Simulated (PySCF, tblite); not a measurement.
# C₃H₈B₂Cl₂O: geometry, infrared bands and NMR shifts

Aim: predict the infrared bands and NMR shifts of C₃H₈B₂Cl₂O (`CCB(OC)B(Cl)Cl`).

Computed with tblite 0.8.0 and PySCF 2.14.0, with density-fitted response routines of our own, on a single molecule in the gas phase. Atoms count from 0, in the outputs and in this text.

## (1) The molecule as given

16 atoms, charge 0, multiplicity 1; geometry from: force field or distance geometry start.

Bonds of the start (Å): C0–C1 1.49, C1–B2 1.61, B2–O3 1.48, O3–C4 1.41, B2–B5 1.66, B5–Cl6 1.85, B5–Cl7 1.85, C0–H8 1.12, C0–H9 1.12, C0–H10 1.09, C1–H11 1.10, C1–H12 1.13, C4–H13 1.12, C4–H14 1.09, C4–H15 1.10.

## (2) Relaxing the molecule with GFN2-xTB

What the job is given:

```
{"job": {"kind": "relax", "xc": "GFN2-xTB", "basis": "xTB"}, "charge": 0, "multiplicity": 1}
C     -1.998300     0.547000     0.181300
C     -1.213500    -0.684700    -0.129900
B      0.363800    -0.401500    -0.248400
O      0.828400     0.941600    -0.657100
C      1.531200     1.458400     0.452400
B      1.246600    -1.741900    -0.668500
Cl     1.073600    -3.339000     0.248400
Cl     2.638900    -1.660200    -1.885700
H     -2.630700     0.399600     1.098100
H     -2.720900     0.800000    -0.634300
H     -1.387400     1.431200     0.386000
H     -1.512500    -1.186300    -1.063900
H     -1.429000    -1.423900     0.695500
H      1.867400     2.492200     0.197500
H      0.920600     1.539100     1.356400
H      2.414100     0.837400     0.661000
```

Launch:

```sh
$ OMP_NUM_THREADS=1 python probes_run.py task.json out
```

One launch serves the whole session: the jobs run in the order shown.

**Question.** This job is followed by: GFN2-xTB harmonic vibrations, gas phase; GIAO PBE0/pcSseg-1 NMR shielding, non-relativistic, gas phase. What will the session give for the following? strongest single infrared mode (GFN2-xTB); zero-point energy (GFN2-xTB); ¹³C shifts against TMS (PBE0/pcSseg-1); ¹H shifts against TMS (PBE0/pcSseg-1, means over atoms taken as alike); ¹¹B shifts against BF3·OEt2 (PBE0/pcSseg-1); ¹⁷O shifts against H2O (PBE0/pcSseg-1); ³⁵Cl shifts against HCl (PBE0/pcSseg-1, means over atoms taken as alike).

As calculated:

| quantity | value |
| --- | --- |
| strongest single infrared mode (GFN2-xTB) | 1334 cm⁻¹, 171 km/mol |
| zero-point energy (GFN2-xTB) | 72.7 kcal/mol |
| ¹³C shifts against TMS (PBE0/pcSseg-1) | 63.6, 20.6, 9.8 ppm |
| ¹H shifts against TMS (PBE0/pcSseg-1, means over atoms taken as alike) | 4.21, 0.96, 0.91 ppm |
| ¹¹B shifts against BF3·OEt2 (PBE0/pcSseg-1) | 71.6, 51.7 ppm |
| ¹⁷O shifts against H2O (PBE0/pcSseg-1) | 190.2 ppm |
| ³⁵Cl shifts against HCl (PBE0/pcSseg-1, means over atoms taken as alike) | 346 ppm |

In words: Relaxing lowered the energy by 1.741 eV in 143 steps; the close pair that moved most is B2–O3, from 1.479 to 1.329 Å. All 42 modes are real, so the xTB geometry is a minimum. The strongest single mode, at 1334 cm⁻¹, is spread over many atoms; the largest shares are those of B2, O3. GFN2-xTB is a fitted tight-binding method: band positions and strengths are rough. Its intensities can rank the bands wrongly. H13, H14, H15 (mean) (hydrogen on a methyl carbon bonded to O) lies farthest downfield among hydrogen, at 4.21 ppm; its carbon carries O, hence the downfield position. At PBE0/pcSseg-1: Shielding is most anisotropic at Cl6, Cl7 (span 669 ppm, paramagnetic term -544 ppm).
